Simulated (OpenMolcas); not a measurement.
# H2 (SMILES [H][H]) at B97-2/cc-pVDZ, part 2 of 2

OpenMolcas 26.06. The steps go on from the part before.

## (3) The doublet anion

job.inp

```
* H2 Kohn-Sham DFT

&GATEWAY
 BasLib = $CurrDir
 Coord
 2
 angstrom
 H        0.319300      -0.099200       0.165500
 H       -0.319300       0.099200      -0.165500
 Basis = cc-pVDZ
 Group = NoSym

&SEWARD

&SCF
 UHF
 Charge = -1
 Spin = 2
 KSDFT = HYB_GGA_XC_B97_2
 PrOrbitals = 0
```

The basis set cc-pVDZ is read from a file made from the Basis Set Exchange's data (not shown).

Launch:

```bash
$ export MOLCAS_MEM=1860
$ pymolcas job.inp > job.log
```

Output:

```text
--- Start Module: gateway ---

                                              &GATEWAY

                       available to each process: 1.9 GB of memory, 1 thread

 Basis Set     1 Label: H.CC-PVDZ
 Basis set is read from library:.
 basistype.tbl is not found

++    Symmetry information:
      ---------------------

                    Character Table for C1

                             E
                    a        1  x, y, xy, Rz, z, xz, Ry, yz, Rx, I
--

++    Basis set information:
      ----------------------

      Basis set label: H.CC-PVDZ.........

      Electronic valence basis set:
      ------------------
      Associated Effective Charge   1.000000 au
      Associated Actual Charge      1.000000 au
      Nuclear Model: Point charge

      Shell  nPrim  nBasis  Cartesian Spherical Contaminant
         s       4       2        X
         p       1       1        X
--

++    Molecular structure info:
      -------------------------

                    ************************************************
                    **** Cartesian Coordinates / bohr, angstrom ****
                    ************************************************

     Center  Label                x              y              z                     x              y              z
        1      H1               0.603390      -0.187461       0.312750              0.319300      -0.099200       0.165500
        2      H2              -0.603390       0.187461      -0.312750             -0.319300       0.099200      -0.165500
--

            Nuclear Potential Energy              0.70921424 au

--- Stop Module: gateway /rc=_RC_ALL_IS_WELL_ ---

--- Start Module: seward ---

                                              &SEWARD

                       available to each process: 1.9 GB of memory, 1 thread

               SEWARD will generate:
                  Multipole Moment integrals up to order  2
                  Kinetic Energy integrals
                  Nuclear Attraction integrals (point charge)
                  One-Electron Hamiltonian integrals
                  Velocity integrals
                  Orbital angular momentum around ( -0.0000   0.0000  -0.0000 )
                  Velocity quadrupole around ( -0.0000   0.0000  -0.0000 )
                  Two-Electron Repulsion integrals

                   Integrals are discarded if absolute value <: 1.00E-14
                   Integral cutoff threshold is set to       <: 1.00E-16

            Nuclear Potential Energy              0.70921424 au

      Basis set specifications :
      Symmetry species         a
      Basis functions           10

--- Stop Module: seward /rc=_RC_ALL_IS_WELL_ ---

--- Start Module: scf ---

                                                &SCF

                       available to each process: 1.9 GB of memory, 1 thread

++    Input section:
      --------------

      Header of the integral files:

      Cartesian coordinates in angstrom:
      -----------------------------------------------------
      No.  Label        X            Y            Z
      -----------------------------------------------------
       1   H1         0.31930000  -0.09920000   0.16550000
       2   H2        -0.31930000   0.09920000  -0.16550000
      -----------------------------------------------------
      Nuclear repulsion energy =    0.70921424
--

++    Orbital specifications:
      -----------------------

      Symmetry species               1
                                     a
      Frozen orbitals                0
      Start temperature = 0.500
      End temperature   = 0.010
      Temperature Factor= 0.460
      Deleted orbitals               0
      Total number of orbitals      10
      Number of basis functions     10
--

      Molecular charge                          -1.000

      Numerical integration parameters
      --------------------------------
      Radial quadrature type:                         MHL
      Size of radial grid:                            75
      Lebedev angular grid:                           29
      Angular grid pruned with the crowding factor:  3.00E+00
                                 and fading factor:  6.00E+00
      Screening threshold for integral computation:   1.00E-11
      Radial quadrature accuracy:                     1.00E-25
      Maximum batch size:                             128
      AO values are stored on disk
      The same grid will be used for all iterations.

      DFT functional specifications
      -----------------------------
      Using Libxc version: 6.2.2
      Please cite the following reference:
      S. Lehtola, C. Steigemann, M. J.T. Oliveira, and M. A.L. Marques.,  SoftwareX 7, 1–5 (2018) doi:10.1016/j.softx.2017.11.002

      * Becke 97-2

++    Optimization specifications:
      ----------------------------

      SCF Algorithm: Conventional USCF
      D(i)-D(i-1) density differences are used
      Number of density matrices in core                 5
      Maximum number of NDDO SCF iterations            400
      Maximum number of HF SCF iterations              400
      Threshold for SCF energy change             1.00E-09
      Threshold for density matrix                1.00E-04
      Threshold for Fock matrix                   1.50E-04
      Threshold for linear dependence             1.00E-09
      Threshold at which DIIS is turned on        1.50E-01
      Maximum depth in the DIIS procedure                5
      Maximum depth in the BFGS Hessian update          30
      Threshold at which QNR/C2DIIS is turned on  7.50E-02
      Threshold for Norm(delta) (QNR/C2DIIS)      1.00E-03
      All orbitals punched on: UHFORB
--

      Input vectors read from INPORB
      Orbital file label: *Guess orbitals

++ Convergence information
                               UHF [...]      iterations: Energy and convergence statistics

Iter     Tot. [...]      One-elec.       Two-elec.     Energy      Max Dij or  Max Fij      DNorm      TNorm      AccCon     Time
         Energy          Energy          Energy        Change      Delta Norm                                                in Sec.
   1    -0.451970245    -3.662246046     2.501061560   0.00E+00    9.06E-01*   3.68E-01*    8.21E+00   6.33E+00   None         0.
   2    -0.543965886    -3.094175705     1.840995578  -9.20E-02*   1.57E-01*   1.03E-01*    1.24E+01   5.39E+00   EDIIS        0.
   3    -0.854259979    -3.622645911     2.059171692  -3.10E-01*   8.52E-02*   3.85E-02*    3.64E+00   5.76E+00   EDIIS        0.
   4    -0.972199252    -3.674239898     1.992826406  -1.18E-01*   4.82E-02*   1.69E-02*    4.36E+00   5.67E+00   EDIIS        0.
   5    -0.993289067    -3.712069415     2.009566107  -2.11E-02*   1.74E-02*   6.27E-03*    7.09E-01   5.70E+00   EDIIS        0.
   6    -0.993605109    -3.706527657     2.003708308  -3.16E-04*   5.05E-03*   1.76E-03*    1.32E-01   5.69E+00   EDIIS        0.

       Fermi aufbau procedure completed!
      nOcc(alpha)=    2
      nOcc(beta) =    1

   7    -0.993611013    -3.708022396     2.005197141  -5.90E-06*   1.26E-03*   5.08E-04*    2.07E-02   5.69E+00   c2DIIS       0.
   8    -0.993611420    -3.707427340     2.004601679  -4.07E-07*   4.52E-04    1.42E-04     1.32E-02   5.69E+00   QNRc2DIIS    0.
   9    -0.993611450    -3.707644627     2.004818936  -2.99E-08*   9.90E-05    3.63E-05     2.79E-03   5.69E+00   QNRc2DIIS    0.
  10    -0.993611453    -3.707593647     2.004767953  -2.67E-09*   1.90E-05    4.51E-06     8.76E-04   5.69E+00   QNRc2DIIS    0.
  11    -0.993611453    -3.707590186     2.004764493  -5.42E-11    8.87E-08    2.34E-08     1.23E-04   5.69E+00   QNRc2DIIS    0.

       Convergence after  11 Iterations
--

 *****************************************************************************************************************************
 *                                             SCF/KS-DFT Program, Final results                                             *
 *                                                       Final Results                                                       *
 *****************************************************************************************************************************

::    Total KS-DFT energy                              -0.9936114530
      One-electron energy                              -3.7075901864
      Two-electron energy                               2.0047644926
      Nuclear repulsion energy                          0.7092142408
      Kinetic energy (interpolated)                     1.3322716018
      Virial theorem                                    0.7458024712
      Total spin, S(S+1)                                0.7503162983
      Total spin, S                                     0.5001581367
      Max non-diagonal density matrix element           0.0000000735
      Max non-diagonal Fock matrix element              0.0000000058

      No orbitals printed
      No orbitals printed

++    Molecular charges:
      ------------------

      Mulliken charges per centre
      ---------------------------

                            H1                      H2
                     alpha        beta       alpha        beta
      Total        1.0000      0.5000      1.0000      0.5000
      Total              1.5000                  1.5000

      Charge           -0.5000                 -0.5000

      Total electronic charge=    3.000000

      Total            charge=   -1.000000
--

++    Molecular orbitals:
      -------------------

      Title: Natural orbitals

      Molecular orbitals for symmetry species 1: a

          Orbital            1         2         3         4         5         6         7         8         9        10
          Energy           -0.0915    0.3166    1.8310    0.8178    1.0306    1.3921    1.3921    2.1215    2.1215    3.6037
          Occ. No.          1.9998    1.0000    0.0002    0.0000    0.0000    0.0000    0.0000    0.0000    0.0000    0.0000

        1 H1     1s         0.6214   -0.2872    0.2378    1.4220    1.3825   -0.0000    0.0000    0.0000    0.0000    4.4413
        2 H1     1s        -0.0977   -1.7738   -0.0560   -1.4595   -2.3320    0.0000   -0.0000   -0.0000   -0.0000   -2.1402
        3 H1     2px       -0.0179    0.0116    0.5782    0.2208    0.3163    0.2391   -0.1813   -0.4873    0.1497   -1.7259
        4 H1     2py        0.0056   -0.0036   -0.1796   -0.0686   -0.0983    0.5041    0.2422   -0.6629   -0.6808    0.5362
        5 H1     2pz       -0.0093    0.0060    0.2997    0.1144    0.1640   -0.1591    0.4950    0.5429   -0.6970   -0.8946
        6 H2     1s         0.6214    0.2872    0.2378    1.4220   -1.3825    0.0000   -0.0000   -0.0000    0.0000   -4.4413
        7 H2     1s        -0.0977    1.7738   -0.0560   -1.4595    2.3320   -0.0000    0.0000    0.0000   -0.0000    2.1402
        8 H2     2px        0.0179    0.0116   -0.5782   -0.2208    0.3163    0.2391   -0.1813    0.4873   -0.1497   -1.7259
        9 H2     2py       -0.0056   -0.0036    0.1796    0.0686   -0.0983    0.5041    0.2422    0.6629    0.6808    0.5362
       10 H2     2pz        0.0093    0.0060   -0.2997   -0.1144    0.1640   -0.1591    0.4950   -0.5429    0.6970   -0.8946
--

++    Molecular properties:
      ---------------------

      Charge (e):
                      =   -1.0000
      Dipole Moment (debye):
      Origin of the operator (angstrom)=   -0.0000    0.0000   -0.0000
                   X= -1.9639E-14               Y=  6.0877E-15               Z= -8.6057E-15           Total=  2.2289E-14
      Center of Charge (angstrom)
                     X=    0.00000000               Y=   -0.00000000               Z=    0.00000000
      Quadrupole Moment (debye*angstrom):
      Origin of the operator (angstrom)=   -0.0000    0.0000   -0.0000
                  XX= -8.2444E+00              XY=  1.0690E+00              XZ= -1.7834E+00              YY= -5.1357E+00
                  YZ=  5.5407E-01              ZZ= -5.7280E+00
      In traceless form (debye*angstrom)
                  XX= -2.8125E+00              XY=  1.6035E+00              XZ= -2.6751E+00              YY=  1.8505E+00
                  YZ=  8.3111E-01              ZZ=  9.6205E-01
--

--- Stop Module: scf /rc=_RC_ALL_IS_WELL_ ---
--- Module scf spent 1 second ---

.##################.
.# Happy landing! #.
.##################.

    Timing: Wall=2.16 User=1.71 System=0.42
```

It took 2.4 s on 1 thread of Arm Neoverse V1, shared host; peak memory 0.37 GiB.

## (4) Results

The summary covers parts 1 to 2.

Level: B97-2/cc-pVDZ.

```
                                         quantity        value
                         singlet H2: total energy  -1.17125 Eh
                        singlet H2: dipole moment       0.00 D
                          singlet H2: HOMO energy    -11.64 eV
                          singlet H2: LUMO energy      2.38 eV
                        singlet H2: HOMO–LUMO gap     14.03 eV
                      doublet anion: total energy  -0.99361 Eh
doublet anion: HOMO energy (highest over α and β)      7.43 eV
 doublet anion: LUMO energy (lowest over α and β)      9.77 eV
                              doublet anion: ⟨S²⟩        0.750
vertical electron affinity (to the doublet anion)    -4.834 eV
```

The anion lies 4.83 eV (111 kcal/mol) above the neutral: the electron isn't bound at this level, and such a value depends on the basis. Without diffuse functions anions come out too high. The HOMO (doublet anion) lies at positive energy, 7.43 eV; only total energies tell whether the electron is bound.
